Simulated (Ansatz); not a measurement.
Working through a rigid scan of one bond length of ClGeH₅Si₂, SMILES Cl[SiH]1[SiH2][GeH2]1

With Ansatz's Python interface.

Typed at the interpreter:
```pycon
>>> import ansatz as az
>>> import numpy as np
>>> BASIS = "def2-SVP"
>>> XC = "cam_b3lyp"
>>> geometry_ang = [
...     ("Cl", [-1.9158, 1.544, -1.3031]),
...     ("Si", [-0.3654, 0.2442, -1.197]),
...     ("Si", [0.9854, 0.6959, 0.4541]),
...     ("Ge", [-0.402, -1.0612, 0.7097]),
...     ("H", [0.1824, -0.4231, -2.4091]),
...     ("H", [0.6525, 1.8911, 1.2628]),
...     ("H", [2.4305, 0.2547, 0.2551]),
...     ("H", [0.207, -2.4552, 0.5451]),
...     ("H", [-1.6859, -0.7368, 1.6654]),
... ]
>>> clgeh5si2 = az.Crystal.molecule()
>>> for symbol, xyz in geometry_ang:
...     clgeh5si2 = clgeh5si2.atom(symbol, xyz)
...
>>> symbols = [site.symbol for site in clgeh5si2.cartesian_sites]
>>> start = np.array([site.position_ang for site in clgeh5si2.cartesian_sites])
>>> axis = (start[0] - start[1]) / np.linalg.norm(start[0] - start[1])
>>> moving = [0]
>>> lengths, energies = [1.72, 1.86, 2.03, 2.23, 2.53, 3.04, 3.65, 4.46], []
>>> for length in lengths:
...     xyz = start.copy()
...     xyz[moving] += (length - np.linalg.norm(start[0] - start[1])) * axis
...     point = az.Crystal.molecule()
...     for symbol, xyz in zip(symbols, xyz):
...         point = point.atom(symbol, xyz.tolist())
...     setup = point.calculation().basis(gaussian=BASIS).functional(XC)
...     r = setup.run().report
...     energies.append(r["free_energy_ev"])
...     print(f"r = {length:6.3f} A  E = {energies[-1]:.5f} eV  <S^2> = {abs(r['mean_field']['state']['spin_squared']):.3f}")
...
r =  1.720 A  E = -84862.70729 eV  <S^2> = 0.000
r =  1.860 A  E = -84864.15259 eV  <S^2> = 0.000
r =  2.030 A  E = -84864.72558 eV  <S^2> = 0.000
r =  2.230 A  E = -84864.57800 eV  <S^2> = 0.000
r =  2.530 A  E = -84863.75665 eV  <S^2> = 0.000
r =  3.040 A  E = -84862.22611 eV  <S^2> = 0.000
r =  3.650 A  E = -84860.86183 eV  <S^2> = 0.000
r =  4.460 A  E = -84859.79046 eV  <S^2> = 0.000
>>> print("energy above the lowest point (eV):", [round(e - min(energies), 3) for e in energies])
energy above the lowest point (eV): [2.018, 0.573, 0.0, 0.148, 0.969, 2.499, 3.864, 4.935]
```

Total energies depend on the basis set; only differences at equal settings carry meaning. The rest of the molecule is held rigid at a force-field or estimated start geometry, and the basis set is modest; single-reference methods fail as a bond breaks. The orbitals are restricted, so S² is zero by construction. Toward dissociation an unrestricted state can lie under the restricted one, by tenths of an eV for polar bonds under a functional and by 1 to 2 eV or more for others. Finished in 60 s on 1 thread of Arm Neoverse V2, with other jobs on the host, peak memory 0.39 GiB.

(Lines on the test bed's own set-up are left out of the output.)
